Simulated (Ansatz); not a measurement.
**One shape, several levels: CH5BClN (SMILES CNBCl)**

Wanted: a comparison of 6 runs (HF/STO-3G, B3LYP/6-31G*, B2PLYP/def2-SVP, B3LYP/def2-SVP, PBE0/def2-SVP, SVWN5/def2-SVP) of CH5BClN. 

The calculation is run with Ansatz 0.2.0.

128 further runs of the same task are left out: 128 set aside as unsound or not needed.

## Step 1: The system as given

The species is CH5BClN (9 atoms), meant as a singlet with charge 0. SMILES: `CNBCl`. One bond was lengthened or shortened from a relaxed shape.

Bond lengths: C1–N2 1.445 Å, N2–B3 1.588 Å, B3–Cl4 1.771 Å, C1–H5 1.094 Å, C1–H6 1.094 Å, C1–H7 1.090 Å, N2–H8 1.009 Å, B3–H9 1.192 Å. Some angles: C1–N2–B3 126.0°, N2–B3–Cl4 119.6°, C1–N2–H8 115.0°, B3–N2–H8 119.0°, N2–C1–H5 111.4°, N2–C1–H6 111.4°, N2–C1–H7 109.2°, N2–B3–H9 121.5°, Cl4–B3–H9 118.9°, H5–C1–H6 108.3°.

## Step 2: The energy at HF/STO-3G (run 1)

run.yaml reads:

```yaml
crystal:
  periodic: [false, false, false]
  atoms:
    - {symbol: C, position_ang: [0.488085, 0.510473, -1.177338]}
    - {symbol: "N", position_ang: [-0.429915, -0.197627, -0.315638]}
    - {symbol: B, position_ang: [-0.261100, -0.415200, 1.248200]}
    - {symbol: Cl, position_ang: [-1.495300, -1.314500, 2.144800]}
    - {symbol: H, position_ang: [0.884985, -0.142027, -1.960438]}
    - {symbol: H, position_ang: [0.005885, 1.367273, -1.656738]}
    - {symbol: H, position_ang: [1.324685, 0.878273, -0.583938]}
    - {symbol: H, position_ang: [-1.242515, -0.577127, -0.777838]}
    - {symbol: H, position_ang: [0.681600, 0.014200, 1.838200]}
basis:
  gaussian: {orbitals: STO-3G}
hamiltonian: {xc: hf}
accuracy: high
output: {orbitals: {seedname: orbitals}}
```

The run is started by

```bash
$ ansatz run run.yaml --threads 1 --pin off --max-ram 3480MiB --events-out events.jsonl --progress --plain --runs-dir runs
```

Standard output:

```text
Warning: RAYON_NUM_THREADS=1 ignored (pool sized by the plan → 1); use --threads N
Functional definition: HF
  name "HF"
  exchange = exact_x
  correlation = 0
556 factors; integrals over basis functions are off by at most 1.7e-8 eV
mean field evaluation 1: about -15592.0182 eV, gradient 2.1e1 eV
mean field evaluation 2: about -15592.1648 eV, gradient 2.1e1 eV
mean field evaluation 4: about -15593.9458 eV, gradient 1.9e0 eV
mean field evaluation 8: about -15593.9587 eV, gradient 3.5e-2 eV
mean field -15593.95869746 eV, -573.0674121668 hartree, gradient 9.7e-9 eV, S^2 0.000000; 0 other end points of the search recorded, 0 dependent functions left out
reference -15593.95869746 eV, -573.0674121668 hartree; 20, 20 occupied and 9, 9 virtual orbitals, 556 factors
Total energy: -15593.95869746 eV, -573.0674121668 hartree
```

Wall time 0.2 s (1 thread of Arm Neoverse V2, shared host).

## Step 3: A single-point energy at B3LYP/6-31G(d) (Cartesian functions) (run 2)

molecule.yaml reads:

```yaml
crystal:
  periodic: [false, false, false]
  atoms:
    - {symbol: C, position_ang: [0.488085, 0.510473, -1.177338]}
    - {symbol: "N", position_ang: [-0.429915, -0.197627, -0.315638]}
    - {symbol: B, position_ang: [-0.261100, -0.415200, 1.248200]}
    - {symbol: Cl, position_ang: [-1.495300, -1.314500, 2.144800]}
    - {symbol: H, position_ang: [0.884985, -0.142027, -1.960438]}
    - {symbol: H, position_ang: [0.005885, 1.367273, -1.656738]}
    - {symbol: H, position_ang: [1.324685, 0.878273, -0.583938]}
    - {symbol: H, position_ang: [-1.242515, -0.577127, -0.777838]}
    - {symbol: H, position_ang: [0.681600, 0.014200, 1.838200]}
basis:
  gaussian:
    orbitals: "6-31G*"
hamiltonian:
  xc: {name: B3LYP}
accuracy: high
output: {orbitals: {seedname: orbitals}}
```

The run is started by

```bash
$ ansatz run molecule.yaml --threads 1 --pin off --max-ram 3480MiB --events-out events.jsonl --progress --plain --runs-dir runs
```

Standard output:

```text
Warning: RAYON_NUM_THREADS=1 ignored (pool sized by the plan → 1); use --threads N
Functional definition: B3LYP
  name "B3LYP"
  parameter a0 = 0.2
  parameter ax = 0.72
  parameter ac = 0.81
  exchange = (1 - a0 - ax)*slater_x + ax*b88_x + a0*exact_x
  correlation = (1 - ac)*vwn_rpa_c + ac*lyp_c
1673 factors; integrals over basis functions are off by at most 8.3e-9 eV
mean field evaluation 1: about -15803.7249 eV, gradient 4.9e1 eV
mean field evaluation 2: about -15788.6038 eV, gradient 9.1e1 eV
mean field evaluation 4: about -15809.0126 eV, gradient 3.5e0 eV
mean field evaluation 8: about -15809.1697 eV, gradient 1.4e-1 eV
mean field evaluation 16: about -15809.1698 eV, gradient 1.2e-5 eV
mean field -15809.16976584 eV, -580.9762730543 hartree, gradient 2.4e-8 eV, S^2 0.000000; 0 other end points of the search recorded, 0 dependent functions left out
reference -15809.16980299 eV, -580.9762744198 hartree; 20, 20 occupied and 54, 54 virtual orbitals, 1673 factors
Total energy: -15809.16980299 eV, -580.9762744198 hartree
```

Wall time 5.4 s (1 thread of Arm Neoverse V2, shared host); peak memory 0.21 GiB.

Runs 3 to 5 aren't shown in full; the table further down has their settings and results.

## Step 4: The energy at SVWN5/def2-SVP (run 6)

input.yaml reads:

```yaml
crystal:
  periodic: [false, false, false]
  atoms:
    - {symbol: C, position_ang: [0.488085, 0.510473, -1.177338]}
    - {symbol: N, position_ang: [-0.429915, -0.197627, -0.315638]}
    - {symbol: B, position_ang: [-0.261100, -0.415200, 1.248200]}
    - {symbol: Cl, position_ang: [-1.495300, -1.314500, 2.144800]}
    - {symbol: H, position_ang: [0.884985, -0.142027, -1.960438]}
    - {symbol: H, position_ang: [0.005885, 1.367273, -1.656738]}
    - {symbol: H, position_ang: [1.324685, 0.878273, -0.583938]}
    - {symbol: H, position_ang: [-1.242515, -0.577127, -0.777838]}
    - {symbol: H, position_ang: [0.681600, 0.014200, 1.838200]}
basis:
  gaussian: {orbitals: def2-SVP}
output: {orbitals: {seedname: orbitals}}
hamiltonian: {xc: {name: SVWN5}}
accuracy: high
```

The run is started by

```bash
$ ansatz run input.yaml --threads 1 --pin off --max-ram 3480MiB --events-out events.jsonl --progress --plain --runs-dir runs
```

Standard output:

```text
Warning: RAYON_NUM_THREADS=1 ignored (pool sized by the plan → 1); use --threads N
Functional definition: SVWN5
  name "SVWN5"
  exchange = slater_x
  correlation = vwn5_c
2005 factors; integrals over basis functions are off by at most 6.1e-9 eV
mean field evaluation 1: about -15722.7999 eV, gradient 6.1e1 eV
mean field evaluation 2: about -15682.8250 eV, gradient 1.3e2 eV
mean field evaluation 4: about -15731.6690 eV, gradient 9.0e0 eV
mean field evaluation 8: about -15731.8693 eV, gradient 2.2e-1 eV
mean field evaluation 16: about -15731.8694 eV, gradient 3.3e-6 eV
mean field -15731.86941516 eV, -578.1355375630 hartree, gradient 8.9e-8 eV, S^2 0.000000; 0 other end points of the search recorded, 0 dependent functions left out
reference -15731.86941816 eV, -578.1355376732 hartree; 20, 20 occupied and 65, 65 virtual orbitals, 2005 factors
Total energy: -15731.86941816 eV, -578.1355376732 hartree
```

Run time: 2.9 s. Hardware: 1 thread of Arm Neoverse V2, shared host; peak memory 0.21 GiB.

## Step 5: The series

| run | level | Cartesian functions | frozen core orbitals | energy (Eh) | HOMO energy (eV) | LUMO energy (eV) | HOMO–LUMO gap (eV) | wall time |
| --- | --- | --- | --- | --- | --- | --- | --- | --- |
| 1 | HF/STO-3G | no | – | -573.067412 | -8.62 | 6.91 | 15.53 | 0.2 s |
| 2 | B3LYP/6-31G* (Cartesian functions) | yes | – | -580.976274 | -6.75 | -0.31 | 6.44 | 5.4 s |
| 3 | B2PLYP/def2-SVP | no | 8 | -580.456506 | -8.20 | 1.20 | 9.40 | 9.6 s |
| 4 | B3LYP/def2-SVP | no | – | -580.762235 | -6.80 | -0.37 | 6.43 | 5.7 s |
| 5 | PBE0/def2-SVP | no | – | -580.441893 | -7.09 | -0.22 | 6.87 | 6.3 s |
| 6 | SVWN5/def2-SVP | no | – | -578.135538 | -5.88 | -1.32 | 4.56 | 2.9 s |

## Step 6: Summary of results

| quantity | value |
| --- | --- |
| run 6: total energy | -578.13554 Eh |
| run 6: HOMO energy | -5.88 eV |
| run 6: LUMO energy | -1.32 eV |
| run 6: HOMO–LUMO gap | 4.56 eV |

In words: The HOMO–LUMO gap runs from 4.56 eV (SVWN5/def2-SVP) to 15.53 eV (HF/STO-3G). The two ends differ in method and basis. Totals of different functionals can't be ranked against each other. In run 1 the basis is minimal, so the values are rough. All runs together took 30 s, the longest 9.6 s.
